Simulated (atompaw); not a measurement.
**Pseudopotential generation for V: PAW (atompaw), PBE**

Do these settings give a usable potential? It is generated, then checked for scattering, ghosts and hardness.

The numbers are computed with atompaw 4.2.0.5 (PBE, non-relativistic, spin-unpolarised reference atom).

**1. The atom and the settings**

The settings as typed:

```
element                 : vanadium (V, Z = 23)
type                    : PAW
frozen core             : [Ne] 3s2
valence charge          : 11
reference configuration : 3p6 3d3 4s2 4p0
partial waves           : 4s (bound): rc 3.00 bohr; 4s channel at 0.05 Ry: rc 3.00 bohr; 3p (bound): rc 1.15 bohr; 4p (bound, empty): rc 1.50 bohr; 3d (bound): rc 2.60 bohr; 3d channel at 0.55 Ry: rc 2.60 bohr
local potential         : bessel scheme, radius 2.90 bohr
core correction         : smooth core density matched at 2.50 bohr
augmentation charge     : besselshape compensation charge, radius 2.65 bohr; PAW radius 3.00 bohr; waves and projectors: custom rrkj vanderbiltortho
```

**2. Generation**

V.input

```
V 23
GGA-PBE loggrid 1500 logderivrange -5 5 251
4 4 3 0 0 0
4 1 0
3 2 3
0 0 0
c
c
c
v
c
v
v
v
2
3.00 2.65 2.90 2.50
y
0.05
n
n
y
0.55
n
custom rrkj vanderbiltortho besselshape
bessel
3.00
3.00
1.15
1.50
2.60
2.60
PWSCFOUT
UPFDX 0.0125d0 UPFXMIN -7.d0 UPFZMESH 23.d0
END
```

Launch:

```sh
$ atompaw < V.input > V.log
```

Q: Predict the outcome of this session. Wanted: cutoffs for 10 and 1 mRy, occupied levels; bound ghosts; largest phase difference near zero energy, channels read; lowest eigenvalue of the overlap; share of valence orbitals outside the PAW sphere; UPF file.

The runs gave:

| quantity | value |
| --- | --- |
| cutoffs for 10 and 1 mRy, occupied levels | 60 Ry and 100 Ry |
| bound ghosts | none found |
| largest phase difference near zero energy, channels read | 0.006 rad |
| lowest eigenvalue of the overlap (Bessel basis) | 0.423 (s) |
| share of valence orbitals outside the PAW sphere | 4s 56 %, 3p 0 %, 4p 81 %, 3d 6 % |
| UPF file | written |

What this shows: By its cutoff, 60 Ry for the looser tolerance, it is of middling hardness. The slowest occupied level is 3p: taken alone it needs 60 Ry to come within 1 mRy, against 15 Ry for 3d. The Bessel-basis test finds no level below the valence levels. Near zero energy the phases of the channels with partial waves agree within 0.006 rad. All of this concerns the isolated atom, not yet a solid.
